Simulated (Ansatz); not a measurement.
# C₉H₂₁Ga: basis-set convergence

An exercise on one series of results from a longer session: the logs are not shown, and one member is left open.

Program: Ansatz 0.2.0, Gaussian basis. Level of theory: one geometry, several basis sets. These are calculated values, not measurements.

The runs, in order: PBE0-D4/def2-SVP; ωB97M-V/def2-SVP; PBE0-D4/def2-QZVPP; ωB97M-V/def2-QZVPP; the functionals' def2-TZVPP values are taken from earlier runs.

### Structure used throughout

The geometry comes from an earlier relaxation with PBE0-D4 in a triple-zeta def2 set; it is a stationary point, not always the lowest conformer.

31 atoms, charge 0, spin multiplicity 1.

Atoms are counted from 1 here; the program's logs count them from 0.

Bond lengths: C1–C2 1.528 Å, C1–H11 1.095 Å, C1–H12 1.098 Å, C1–H13 1.095 Å, C2–C3 1.525 Å, C2–Ga4 2.002 Å, C2–H14 1.097 Å, C3–H15 1.094 Å, C3–H16 1.098 Å, C3–H17 1.094 Å, Ga4–C5 1.999 Å, Ga4–C8 1.999 Å, C5–C6 1.530 Å, C5–C7 1.523 Å, C5–H18 1.097 Å, C6–H19 1.095 Å, C6–H20 1.095 Å, C6–H21 1.098 Å and more. Angles: C2–C1–H11 112.5°, C2–C1–H12 111.1°, C2–C1–H13 111.6°, H11–C1–H12 107.0°, H11–C1–H13 107.4°, H12–C1–H13 106.8°, C1–C2–C3 110.9°, C1–C2–Ga4 110.4°, C1–C2–H14 107.9°, C3–C2–Ga4 112.5°, C3–C2–H14 108.2°, Ga4–C2–H14 106.6°, C2–C3–H15 111.7°, C2–C3–H16 111.2°, C2–C3–H17 112.4°, H15–C3–H16 106.8°, H15–C3–H17 107.3°, H16–C3–H17 107.1° and more.

The first run:

File in.yaml:

```yaml
crystal:
  periodic: [false, false, false]
  atoms:
    - {symbol: C, position_ang: [-2.087741, -1.091064, 1.316223]}
    - {symbol: C, position_ang: [-0.611503, -0.715487, 1.430214]}
    - {symbol: C, position_ang: [-0.391056, 0.292478, 2.553269]}
    - {symbol: Ga, position_ang: [0.081122, -0.064774, -0.331398]}
    - {symbol: C, position_ang: [-0.376586, 1.754983, -1.021267]}
    - {symbol: C, position_ang: [0.702746, 2.731429, -0.550873]}
    - {symbol: C, position_ang: [-1.764133, 2.251594, -0.637516]}
    - {symbol: C, position_ang: [1.316325, -1.266957, -1.344121]}
    - {symbol: C, position_ang: [0.670691, -2.629339, -1.577455]}
    - {symbol: C, position_ang: [2.632103, -1.417832, -0.584843]}
    - {symbol: H, position_ang: [-2.266358, -1.860337, 0.558260]}
    - {symbol: H, position_ang: [-2.471447, -1.481832, 2.267594]}
    - {symbol: H, position_ang: [-2.705690, -0.225636, 1.056551]}
    - {symbol: H, position_ang: [-0.048752, -1.625823, 1.670661]}
    - {symbol: H, position_ang: [-0.911679, 1.235191, 2.358296]}
    - {symbol: H, position_ang: [-0.771803, -0.089044, 3.509738]}
    - {symbol: H, position_ang: [0.666929, 0.530036, 2.699501]}
    - {symbol: H, position_ang: [-0.317499, 1.693303, -2.114867]}
    - {symbol: H, position_ang: [0.715177, 2.825127, 0.540356]}
    - {symbol: H, position_ang: [1.706772, 2.430017, -0.866264]}
    - {symbol: H, position_ang: [0.528098, 3.737970, -0.951978]}
    - {symbol: H, position_ang: [-1.951452, 3.256648, -1.037545]}
    - {symbol: H, position_ang: [-2.558069, 1.600319, -1.013540]}
    - {symbol: H, position_ang: [-1.884024, 2.314732, 0.448248]}
    - {symbol: H, position_ang: [1.525966, -0.806259, -2.316142]}
    - {symbol: H, position_ang: [0.401849, -3.112846, -0.632030]}
    - {symbol: H, position_ang: [-0.240072, -2.563375, -2.180623]}
    - {symbol: H, position_ang: [1.354816, -3.310946, -2.099462]}
    - {symbol: H, position_ang: [2.473448, -1.834176, 0.416034]}
    - {symbol: H, position_ang: [3.157471, -0.465465, -0.463173]}
    - {symbol: H, position_ang: [3.316454, -2.099732, -1.106150]}
basis:
  gaussian: {orbitals: def2-SVP}
hamiltonian: {xc: pbe0, dispersion: d4}
output: {orbitals: {seedname: orbitals}}
```

Command:

```
ansatz run in.yaml --threads 11 --pin off --events-out ev --progress --plain --max-ram 120832MiB --backend cpu
```

Steps of the session up to this table: PBE0-D4 in def2-SVP; ωB97M-V in def2-SVP; PBE0-D4 in def2-QZVPP; ωB97M-V in def2-QZVPP.

One of the session's tables, all rows but one given; the rest of the session is left out.

It belongs to the step «Functionals by basis». 

| functional | basis | HOMO (eV) |
| --- | --- | --- |
| PBE0-D4 | def2-SVP | -6.40 |
| PBE0-D4 | def2-TZVPP | -6.43 |
| PBE0-D4 | def2-QZVPP | -6.44 |
| ωB97M-V | def2-SVP | -8.57 |
| ωB97M-V | def2-TZVPP | ? |
| ωB97M-V | def2-QZVPP | -8.60 |

**Question.** Estimate the row for ωB97M-V, def2-TZVPP.

As computed: HOMO (eV): -8.59. In the column «HOMO (eV)» it lies between ωB97M-V, def2-QZVPP (-8.60) and ωB97M-V, def2-SVP (-8.57).
